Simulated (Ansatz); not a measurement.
Working through a point defect in a supercell of GaIr, space group Pm-3m

Program: the Python package of Ansatz (0.2.0).

The cells in order, each with its output:

```python
import ansatz
import numpy as np
from pymatgen.core import Lattice, Structure
from pymatgen.io.ase import AseAtomsAdaptor

SETTINGS = {
    "functional": "pbesol",
    "occupations": "fermi_dirac",
    "cutoff_ev": 420,
}
```

```python
pmg_structure = Structure(
    Lattice([(3.004, 0.0, 0.0), (0.0, 3.004, 0.0), (0.0, 0.0, 3.004)]),
    ["Ga", "Ir"],
    [
        (0.0, 0.0, 0.0),
        (0.5, 0.5, 0.5),
    ],
)
crystal = ansatz.Crystal.from_ase(AseAtomsAdaptor.get_atoms(pmg_structure))
host = crystal.supercell(2)
defective = host.vacancy("Ga", at=(0.0, 0.0, 0.0))
```

```python
def with_settings(structure):
    return (
        structure.calculation()
        .pseudopotentials("paw")
        .functional(SETTINGS["functional"])
        .occupations(SETTINGS["occupations"], width=150 * ansatz.meV)
        .basis(SETTINGS["cutoff_ev"])
        .kpoints(3, center="gamma")
        .band_table()
    )
```

```python
perfect = with_settings(host).run(threads=1).report
base = with_settings(defective).forces()
out = base.run(threads=1)
summary = out.report

summary["n_iterations"], summary["closed_by"]
```

    (8, 'deck_thresholds')

```python
{key: value for key, value in summary.items() if isinstance(value, (int, float)) and "ev" in key}
```

    {'n_hpsi_unsolved_levels': 152,
     'gap_by_band_count_ev': -1.920453884547623,
     'fermi_energy_ev': 19.13647233795924,
     'harris_foulkes_ev': -120600.14770296834,
     'scf_correction_max_component_ev_ang': 0.000441869619236133,
     'free_energy_ev': -120600.1477029825,
     'internal_energy_ev': -120599.92293228266,
     'lagrangian_ev': -120600.1477029825,
     'energy_sigma0_ev': -120600.03531763257,
     'lagrangian_sigma0_ev': -120600.03531763257,
     'lagrangian_above_aufbau_ev': -0.10448563152982711,
     'entropy_ts_ev': 0.22477069984801282,
     'loop_fermi_energy_ev': 19.13647233795924,
     'occupations_fermi_energy_ev': 19.13647233795924}

```python
summary["converged"], summary["free_energy_ev"]
```

    (True, -120600.1477029825)

```python
n_host, n_defect = len(perfect["lattice"]["sites"]), len(summary["lattice"]["sites"])
print(f"perfect cell: {n_host} atoms, F = {perfect['free_energy_ev']:.4f} eV")
print(f"defect cell:  {n_defect} atoms, F = {summary['free_energy_ev']:.4f} eV")
# chemical potentials are still to be added to this difference
print(f"difference {summary['free_energy_ev'] - perfect['free_energy_ev']:.4f} eV (no chemical potentials)")
```

    perfect cell: 16 atoms, F = -124344.4363 eV
    defect cell:  15 atoms, F = -120600.1477 eV
    difference 3744.2886 eV (no chemical potentials)

```python
for label, run in (("perfect", perfect), ("defect", summary)):
    levels, filled = np.array(run["eigenvalues_ev"][0]), np.array(run["occupations"][0])
    top = int(np.argmin(np.abs(levels - run["fermi_energy_ev"])))
    window = slice(max(top - 3, 0), top + 4)
    print(label, "levels near E_F at the first k-point:", ", ".join(f"{e - run['fermi_energy_ev']:.2f} ({f:.2f})" for e, f in zip(levels[window], filled[window])))
```

    perfect levels near E_F at the first k-point: -0.15 (1.47), -0.15 (1.47), -0.05 (1.15), -0.05 (1.15), 0.29 (0.25), 0.29 (0.25), 0.29 (0.25)
    defect levels near E_F at the first k-point: -0.75 (1.99), -0.75 (1.99), -0.52 (1.94), 0.43 (0.10), 0.48 (0.08), 0.48 (0.08), 0.48 (0.08)

What to keep in mind:
- Total energies depend on the potentials; only differences at equal settings carry meaning. A total without «per atom» is that of the whole cell that was run.
- The mesh is modest for a metal, so energies can be off by several to tens of meV an atom and pressures by half a GPa or more; differences at equal mesh fare better.
- An absolute Fermi energy rests on an arbitrary zero of the periodic potential and has no direct meaning.
- A Fermi-Dirac width this large means warm electrons, whose thermal share enters the free energy.
- A gap by band count of zero or less means overlapping bands, a metal, and at an odd count of electrons it is no gap at all.
- The atoms stand at ideal sites; relaxing them can change energy and levels by an eV or more.
- The difference holds no chemical potentials.
- Errors of mesh and smearing per atom add up over the supercell, so the energy can be off by tenths of an eV.
- Each cell's levels count from its own Fermi level and aren't aligned; one k-point can hide that the defect cell is metallic.
- The structure is a deposited one; some such entries were measured under pressure or heat, so a shift against it needn't be the functional's error alone.
- Levels are Kohn-Sham eigenvalues on this mesh, without spin-orbit coupling.
- The supercell is small, so the defect meets its images and the energies aren't those of an isolated defect; a partly filled defect level may also lower its energy by spin or distortion. For a charged cell the difference holds no correction, alignment or term for the electrons' reservoir.
- Hardware and time: 16 s on 1 thread of Arm Neoverse V1, on a shared host, peak memory 0.68 GiB.
